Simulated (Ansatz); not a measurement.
# LiRu2: a trial structure relaxed

Where does LiRu2 go from the start given, AlB2 type (P6/mmm, No. 191)?

Method: DFT PBE, scalar-relativistic, plane waves, PAW, in Ansatz 0.2.0.

### Step 1. The starting structure

Symmetry: P6/mmm, No. 191, hexagonal system. Conventional cell: a = 3.367 Å, b = 3.367 Å, c = 3.635 Å, α = 90.00°, β = 90.00°, γ = 120.00°. Around Li (site symmetry 6/mmm) lie 12 Ru at 2.66 Å. Ru (site symmetry -6m2) is surrounded by 3 Ru at 1.94 Å.

As a file:

```
Li Ru
1.0
     3.36664    0.00000    0.00000
    -1.68332    2.91559    0.00000
     0.00000    0.00000    3.63507
Li Ru
1 2
Direct
  0.00000 0.00000 0.00000
  0.33333 0.66667 0.50000
  0.66667 0.33333 0.50000
```

(A quick probe on a coarse mesh, which set the mesh and smearing, is not shown.)

### Step 3. Coarse relaxation

File input.yaml:

```yaml
crystal:
  lattice:
    - [3.3666376314, 0.0, 0.0]
    - [-1.6833188157, 2.9155937141, 0.0]
    - [0.0, 0.0, 3.6350738545]
  atoms:
    - { symbol: Li, position: [0.0, 0.0, 0.0] }
    - { symbol: Ru, position: [0.3333333333, 0.6666666667, 0.5] }
    - { symbol: Ru, position: [0.6666666667, 0.3333333333, 0.5] }
basis:
  ecutwfc: 420
kpoints:
  mp_grid: { grid: [6, 6, 6] }
hamiltonian:
  xc: pbe
scf:
  occupations: { method: gaussian, width: 0.1 }
  lower_state_search: "off"
output:
  forces: true
  stress: true
  eigenvalues: true
relax:
  adjacent_minimum: "off"
  f_tol: 0.04
  max_steps: 70
  cell: { stress_tol: 0.4 }
```

Run with:

```sh
$ ansatz run input.yaml --threads 1 --pin off --max-ram 2560MiB --backend cpu --events-out ev --progress --plain --runs-dir out
```

Further runs follow: full relaxation.

Q: Predict the outcome of this session.

The runs gave:

Formation energies count from the elements, computed with the same settings in runs not shown here.

```
                          quantity                                                                       value
                              cell  a = 4.387 Å, b = 4.387 Å, c = 2.495 Å, α = 90.00°, β = 90.00°, γ = 120.00°
                       space group                                                            P6/mmm (No. 191)
                            volume                                                               13.86 Å³/atom
                   gap on the mesh                                                                none (metal)
formation energy from the elements                                                              +0.340 eV/atom
```

The space group stayed P6/mmm, and from the first guess the volume went from 11.89 to 13.86 Å³/atom. The formation energy of +0.34 eV/atom is positive, so the elements lie lower than this structure; another structure of the compound can lie lower.
